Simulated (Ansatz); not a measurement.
# FGeH8NSi2: the cost of one run

Method: RKS PBE0/def2-SVP, in Ansatz 0.2.0.

## 1. The system as given

Bond lengths: N1–Si2 1.746 Å, Si2–F3 1.656 Å, Si2–Si4 2.195 Å, Si2–Ge5 2.317 Å, N1–H6 1.093 Å, N1–H7 1.064 Å, Si4–H8 1.505 Å, Si4–H9 1.492 Å, Si4–H10 1.451 Å, Ge5–H11 1.511 Å, Ge5–H12 1.525 Å, Ge5–H13 1.524 Å. Angles (14 of 21 angles, heavy atoms first): N1–Si2–F3 108.0°, N1–Si2–Si4 111.9°, N1–Si2–Ge5 108.7°, F3–Si2–Si4 107.9°, F3–Si2–Ge5 109.6°, Si4–Si2–Ge5 110.7°, Si2–N1–H6 108.3°, Si2–N1–H7 107.2°, Si2–Si4–H8 107.8°, Si2–Si4–H9 112.6°, Si2–Si4–H10 113.2°, Si2–Ge5–H11 110.0°, Si2–Ge5–H12 108.5°, Si2–Ge5–H13 108.4°.

Structure file:

```xyz
13

N     0.2909    1.0871   -1.6658
Si    0.6313    0.2118   -0.1936
F     2.2471    0.3675    0.1315
Si   -0.4810    1.0231    1.5163
Ge    0.1146   -2.0230   -0.5224
H     0.4357    2.1533   -1.4729
H    -0.7616    1.0483   -1.8179
H    -1.9492    0.8910    1.2130
H    -0.2267    0.2673    2.7769
H    -0.2258    2.4327    1.7458
H     0.9279   -2.5772   -1.6691
H    -1.3812   -2.1379   -0.7977
H     0.3985   -2.7786    0.7706
```

## 2. Relaxing end A

The input, input.yaml:

```yaml
crystal:
  periodic: [false, false, false]
  atoms:
    - { symbol: "N", position_ang: [0.2909, 1.0871, -1.6658] }
    - { symbol: Si, position_ang: [0.6313, 0.2118, -0.1936] }
    - { symbol: F, position_ang: [2.2471, 0.3675, 0.1315] }
    - { symbol: Si, position_ang: [-0.481, 1.0231, 1.5163] }
    - { symbol: Ge, position_ang: [0.1146, -2.023, -0.5224] }
    - { symbol: H, position_ang: [0.4357, 2.1533, -1.4729] }
    - { symbol: H, position_ang: [-0.7616, 1.0483, -1.8179] }
    - { symbol: H, position_ang: [-1.9492, 0.891, 1.213] }
    - { symbol: H, position_ang: [-0.2267, 0.2673, 2.7769] }
    - { symbol: H, position_ang: [-0.2258, 2.4327, 1.7458] }
    - { symbol: H, position_ang: [0.9279, -2.5772, -1.6691] }
    - { symbol: H, position_ang: [-1.3812, -2.1379, -0.7977] }
    - { symbol: H, position_ang: [0.3985, -2.7786, 0.7706] }
basis:
  gaussian: { orbitals: def2-SVP }
hamiltonian:
  xc: pbe0
relax:
  f_tol: 0.015
  max_steps: 40
```

Started as:

```console
$ ansatz run input.yaml --threads 2 --pin off --max-ram 3072MiB --backend cpu --events-out ev --progress --plain --runs-dir out
```

What time and memory should one allow on 2 threads of Arm Neoverse V1, shared host?

About 1.7 min, with a peak of 0.38 GiB.
